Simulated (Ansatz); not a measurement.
Born–Oppenheimer molecular dynamics of a periodic cell of 28 atoms, Al5HO8 (host Al5HO8, host structure P6_3mc). It starts from an unrelaxed structure (largest force component 0.58 eV/Å).

Theory: DFT PBEsol, scalar-relativistic, plane waves, PAW in Ansatz 0.2.0. Settings: cutoff 420 eV, k mesh 2x2x1, fermi-dirac smearing 0.05 eV, no spin polarisation.

| Quantity | Value |
| --- | --- |
| ensemble | NVT, Langevin thermostat |
| time step | 0.5 fs |
| steps asked | 270 |
| set temperature | 900 K |
| friction | 0.05 /fs |
| seed | 251264 |

Frames 0.5 fs apart, positions in Å.

Velocities at 50.0 fs (Å/ps):

```
Al 9.14 -9.55 -5.87
Al -1.65 0.66 -4.32
Al -0.72 0.53 5.65
Al -6.85 -2.21 1.45
Al 1.15 6.77 3.50
Al 3.83 10.34 -6.33
Al 2.06 1.90 -0.13
Al -10.60 2.12 3.61
Al -2.03 5.26 -1.67
Al -0.65 -5.87 6.78
H -16.71 19.50 -13.09
H 21.82 5.38 3.42
O -5.58 -4.51 -7.83
O -13.10 -7.69 5.25
O 2.21 2.73 -8.49
O -5.78 -16.44 10.40
O -0.51 -5.41 11.41
O 3.64 1.38 6.02
O 8.66 -2.04 0.60
O -0.20 2.80 -3.25
O 9.79 -11.21 7.63
O 2.76 5.25 0.10
O -5.88 -4.08 11.78
O -4.91 5.54 -16.99
O -5.27 6.10 -0.07
O 3.78 -10.09 -9.15
O 2.54 14.07 -8.37
O -14.67 8.37 -4.04
```

```xyz
28
Lattice="5.5708 0.0000 0.0000 -2.7854 4.8245 0.0000 0.0000 0.0000 8.7503" Properties=species:S:1:pos:R:3 time_fs=50.0 energy_less_start_eV=4.014 T=982
Al 0.033 1.552 3.138
Al 1.468 3.962 3.162
Al -1.439 4.101 3.230
Al 2.682 3.368 7.473
Al 1.275 0.793 7.669
Al 4.077 0.836 7.622
Al 2.809 1.572 1.466
Al 0.176 3.128 5.831
Al -0.037 3.051 0.321
Al 2.894 1.571 4.753
H -0.287 -0.015 0.807
H 0.120 0.075 5.276
O -0.079 0.029 8.612
O 0.127 0.004 4.298
O 2.780 0.061 -0.045
O 4.125 2.114 0.201
O 1.492 2.510 0.121
O 0.176 4.684 4.201
O -1.062 2.483 4.334
O 1.452 2.421 4.390
O 4.224 0.786 2.327
O 2.982 3.219 2.365
O 1.425 0.699 2.152
O -1.381 3.916 6.805
O 0.004 1.704 6.748
O 1.459 4.263 6.540
O -0.052 3.197 2.227
O 2.593 1.523 6.651
28
Lattice="5.5708 0.0000 0.0000 -2.7854 4.8245 0.0000 0.0000 0.0000 8.7503" Properties=species:S:1:pos:R:3 time_fs=50.5 energy_less_start_eV=3.998 T=994
Al 0.038 1.547 3.135
Al 1.467 3.962 3.159
Al -1.439 4.101 3.233
Al 2.678 3.366 7.473
Al 1.277 0.797 7.671
Al 4.079 0.841 7.619
Al 2.810 1.573 1.465
Al 0.170 3.129 5.833
Al -0.038 3.054 0.321
Al 2.894 1.568 4.757
H -0.293 -0.007 0.803
H 0.130 0.078 5.278
O -0.081 0.027 8.608
O 0.120 0.000 4.300
O 2.781 0.063 -0.048
O 4.122 2.106 0.206
O 1.492 2.507 0.127
O 0.177 4.684 4.203
O -1.057 2.483 4.334
O 1.452 2.422 4.388
O 4.228 0.781 2.331
O 2.983 3.222 2.365
O 1.421 0.697 2.157
O -1.383 3.918 6.797
O 0.002 1.706 6.748
O 1.461 4.258 6.536
O -0.051 3.204 2.222
O 2.585 1.527 6.649
28
Lattice="5.5708 0.0000 0.0000 -2.7854 4.8245 0.0000 0.0000 0.0000 8.7503" Properties=species:S:1:pos:R:3 time_fs=51.0 energy_less_start_eV=3.985 T=952
Al 0.041 1.542 3.132
Al 1.467 3.963 3.157
Al -1.439 4.101 3.236
Al 2.674 3.364 7.475
Al 1.278 0.800 7.672
Al 4.080 0.846 7.617
Al 2.811 1.574 1.464
Al 0.164 3.130 5.834
Al -0.039 3.058 0.322
Al 2.893 1.566 4.760
H -0.299 -0.001 0.803
H 0.138 0.083 5.281
O -0.083 0.023 8.603
O 0.114 -0.003 4.303
O 2.782 0.064 -0.051
O 4.118 2.099 0.211
O 1.490 2.506 0.132
O 0.179 4.684 4.206
O -1.052 2.483 4.335
O 1.451 2.422 4.386
O 4.232 0.775 2.335
O 2.984 3.225 2.366
O 1.417 0.694 2.162
O -1.385 3.921 6.789
O -0.001 1.708 6.748
O 1.463 4.253 6.532
O -0.048 3.212 2.217
O 2.578 1.532 6.648
28
Lattice="5.5708 0.0000 0.0000 -2.7854 4.8245 0.0000 0.0000 0.0000 8.7503" Properties=species:S:1:pos:R:3 time_fs=51.5 energy_less_start_eV=3.971 T=969
Al 0.045 1.536 3.129
Al 1.467 3.964 3.155
Al -1.438 4.101 3.238
Al 2.671 3.362 7.477
Al 1.280 0.803 7.673
Al 4.081 0.850 7.614
Al 2.811 1.575 1.462
Al 0.157 3.132 5.836
Al -0.040 3.061 0.322
Al 2.892 1.565 4.763
H -0.309 0.007 0.805
H 0.144 0.088 5.284
O -0.084 0.020 8.599
O 0.107 -0.006 4.306
O 2.784 0.065 -0.054
O 4.113 2.091 0.217
O 1.489 2.506 0.138
O 0.180 4.686 4.210
O -1.048 2.483 4.336
O 1.450 2.423 4.384
O 4.236 0.769 2.339
O 2.985 3.227 2.366
O 1.415 0.692 2.167
O -1.387 3.922 6.780
O -0.003 1.709 6.748
O 1.464 4.249 6.529
O -0.045 3.219 2.212
O 2.570 1.538 6.648
28
Lattice="5.5708 0.0000 0.0000 -2.7854 4.8245 0.0000 0.0000 0.0000 8.7503" Properties=species:S:1:pos:R:3 time_fs=52.0 energy_less_start_eV=3.946 T=1007
Al 0.049 1.532 3.126
Al 1.468 3.964 3.154
Al -1.437 4.102 3.240
Al 2.668 3.360 7.480
Al 1.282 0.805 7.673
Al 4.082 0.854 7.612
Al 2.813 1.576 1.461
Al 0.150 3.134 5.836
Al -0.041 3.064 0.323
Al 2.891 1.564 4.767
H -0.322 0.013 0.808
H 0.152 0.094 5.288
O -0.084 0.017 8.594
O 0.100 -0.009 4.310
O 2.786 0.065 -0.057
O 4.109 2.085 0.222
O 1.489 2.506 0.143
O 0.180 4.689 4.214
O -1.044 2.483 4.337
O 1.448 2.423 4.381
O 4.240 0.765 2.344
O 2.984 3.229 2.365
O 1.413 0.691 2.172
O -1.389 3.923 6.770
O -0.006 1.710 6.748
O 1.466 4.244 6.525
O -0.041 3.226 2.207
O 2.563 1.544 6.646
28
Lattice="5.5708 0.0000 0.0000 -2.7854 4.8245 0.0000 0.0000 0.0000 8.7503" Properties=species:S:1:pos:R:3 time_fs=52.5 energy_less_start_eV=3.912 T=1001
Al 0.053 1.527 3.122
Al 1.468 3.964 3.152
Al -1.434 4.103 3.242
Al 2.665 3.357 7.483
Al 1.284 0.809 7.674
Al 4.082 0.858 7.610
Al 2.814 1.577 1.460
Al 0.143 3.137 5.837
Al -0.042 3.068 0.325
Al 2.890 1.564 4.771
H -0.337 0.015 0.809
H 0.161 0.103 5.290
O -0.084 0.013 8.591
O 0.094 -0.012 4.313
O 2.788 0.065 -0.059
O 4.103 2.078 0.227
O 1.489 2.506 0.147
O 0.180 4.694 4.219
O -1.042 2.483 4.338
O 1.446 2.423 4.379
O 4.243 0.761 2.349
O 2.984 3.231 2.364
O 1.412 0.691 2.177
O -1.392 3.925 6.762
O -0.010 1.709 6.748
O 1.468 4.238 6.521
O -0.037 3.232 2.200
O 2.557 1.552 6.644
28
Lattice="5.5708 0.0000 0.0000 -2.7854 4.8245 0.0000 0.0000 0.0000 8.7503" Properties=species:S:1:pos:R:3 time_fs=53.0 energy_less_start_eV=3.873 T=981
Al 0.058 1.522 3.117
Al 1.470 3.965 3.151
Al -1.432 4.103 3.244
Al 2.663 3.352 7.486
Al 1.287 0.812 7.675
Al 4.083 0.861 7.608
Al 2.815 1.578 1.458
Al 0.136 3.139 5.838
Al -0.043 3.071 0.327
Al 2.889 1.564 4.774
H -0.348 0.018 0.812
H 0.168 0.115 5.290
O -0.083 0.009 8.588
O 0.088 -0.015 4.316
O 2.789 0.065 -0.063
O 4.098 2.072 0.231
O 1.491 2.506 0.150
O 0.178 4.698 4.224
O -1.039 2.483 4.340
O 1.443 2.423 4.377
O 4.245 0.757 2.354
O 2.982 3.233 2.364
O 1.411 0.690 2.183
O -1.394 3.926 6.754
O -0.013 1.707 6.747
O 1.469 4.232 6.517
O -0.033 3.237 2.193
O 2.552 1.558 6.642
28
Lattice="5.5708 0.0000 0.0000 -2.7854 4.8245 0.0000 0.0000 0.0000 8.7503" Properties=species:S:1:pos:R:3 time_fs=53.5 energy_less_start_eV=3.835 T=990
Al 0.063 1.518 3.112
Al 1.472 3.966 3.150
Al -1.429 4.103 3.246
Al 2.662 3.348 7.489
Al 1.291 0.816 7.676
Al 4.084 0.865 7.606
Al 2.816 1.579 1.456
Al 0.129 3.143 5.838
Al -0.044 3.073 0.330
Al 2.887 1.563 4.777
H -0.357 0.022 0.815
H 0.175 0.130 5.293
O -0.081 0.004 8.587
O 0.084 -0.019 4.318
O 2.790 0.066 -0.066
O 4.093 2.067 0.234
O 1.492 2.505 0.152
O 0.175 4.704 4.230
O -1.037 2.482 4.342
O 1.441 2.424 4.374
O 4.248 0.755 2.359
O 2.979 3.235 2.362
O 1.409 0.690 2.188
O -1.397 3.928 6.747
O -0.014 1.705 6.746
O 1.470 4.225 6.514
O -0.029 3.241 2.187
O 2.546 1.565 6.641
```

Of the whole run (135 fs, mean temperature of the second half 873 K): A run of 0.14 ps of so small a system gives no equilibrium averages. Limits of this set-up: coarse k mesh.

Time of the run: 14 min on 1 thread of Arm Neoverse V2, with other jobs on the host, peak memory 0.52 GiB.
